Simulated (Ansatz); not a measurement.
# SbHCl radical: basis-set convergence

How large a basis does SbHCl radical need? Two functionals are run in growing sets.

Program: Ansatz 0.2.0, Gaussian basis. Level of theory: one geometry, several basis sets. These are calculated values, not measurements.

The runs, in order: PBE0-D4/def2-SVP; ωB97M-V/def2-SVP; PBE0-D4/def2-QZVPP; ωB97M-V/def2-QZVPP; the functionals' def2-TZVPP values are taken from earlier runs.

### 1 The geometry

An earlier PBE0-D4 in a triple-zeta def2 set relaxation fixed the geometry. Sb takes the def2 core potential; no spin-orbit term is included.

3 atoms, charge 0, spin multiplicity 2.

Atoms are counted from 1 here; the program's logs count them from 0.

Bond lengths: Cl1–Sb2 2.347 Å, Sb2–H3 1.716 Å. Angles: Cl1–Sb2–H3 93.4°.

### 2 PBE0-D4 in def2-SVP

File in.yaml:

```yaml
crystal:
  periodic: [false, false, false]
  atoms:
    - {symbol: Cl, position_ang: [1.433616, 0.355912, 0.814967]}
    - {symbol: Sb, position_ang: [-0.627543, 0.630756, -0.272314]}
    - {symbol: H, position_ang: [-0.816973, -1.051467, -0.555951]}
basis:
  gaussian: {orbitals: def2-SVP}
magnetization: {spin_polarized: true, initial_magnetization: 1}
hamiltonian: {xc: pbe0, dispersion: d4}
output: {orbitals: {seedname: orbitals}}
```

After this run come: ωB97M-V in def2-SVP; PBE0-D4 in def2-QZVPP; ωB97M-V in def2-QZVPP.

Before running them: what should the planned runs give, taken together? Wanted: PBE0-D4: double and triple zeta above quadruple; ωB97M-V: double and triple zeta above quadruple.

The runs gave:

| quantity | value |
| --- | --- |
| PBE0-D4: double and triple zeta above quadruple | 5.10, 0.43 eV |
| ωB97M-V: double and triple zeta above quadruple | 5.08, 0.42 eV |

What this shows: PBE0-D4 gains 4.67 eV from double to triple zeta, then 0.43 eV more. Total energies overstate the basis error of differences, where much of it tends to cancel.
